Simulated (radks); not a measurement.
# The Coulomb parameter U of the 4f shell of Er

The task here is to estimate one member of a computed series from the others.

The numbers are computed with radks (a radial shooting solver on a logarithmic mesh, Libxc functionals) version 1 (Dirac Kohn-Sham, PBEsol, spin-unpolarised, spherical densities, point nucleus; open shells are shared between the two j in proportion to 2j + 1), except any that are marked as measured or tabulated.

## What is computed

- element: erbium (Z = 68)
- charge: 0
- electrons: 68
- configuration: [Xe] 4f11 5d1 6s2

Outer shells as boxes (Hund's rule):

Er
```
[Xe] core
4f [↑↓][↑↓][↑↓][↑↓][↑ ][↑ ][↑ ]
5d [↑ ][  ][  ][  ][  ]
6s [↑↓]
```

Set-up of the first run:

Settings of this run:

```text
Z 68
configuration [Xe] 4f11 5d1 6s2
relativity Dirac
functional pbe_sol,pbe_sol
spin unpolarised
j_filling average
nucleus point
c 137.035999084
```

Steps of the session up to this table: Start: [Xe] 4f11 5d1 6s2.

One of the session's tables, all rows but one given; the rest of the session is left out.

It belongs to the step «Start: [Xe] 4f11 5d1 6s2». From the orbitals of this run (lengths in bohr):

| level | <r> | outermost maximum (interpolated) | 90 % within | nodes |
| --- | --- | --- | --- | --- |
| 5s1/2 | 1.236 | 1.10 | 1.78 | 4 |
| 5p1/2 | ? | ? | ? | ? |
| 5p3/2 | 1.495 | 1.28 | 2.20 | 3 |
| 4f5/2 | 0.7690 | 0.503 | 1.32 | 0 |
| 4f7/2 | 0.7837 | 0.508 | 1.35 | 0 |
| 6s1/2 | 3.773 | 3.19 | 5.58 | 5 |
| 5d3/2 | 2.778 | 1.85 | 4.65 | 2 |
| 5d5/2 | 2.916 | 1.91 | 4.90 | 2 |

Q: Estimate the row for 5p1/2 from the others.

The run gave: <r>: 1.388; outermost maximum (interpolated): 1.20; 90 % within: 2.04; nodes: 3. In the column «<r>» it lies between 5s1/2 (1.236) and 5p3/2 (1.495).
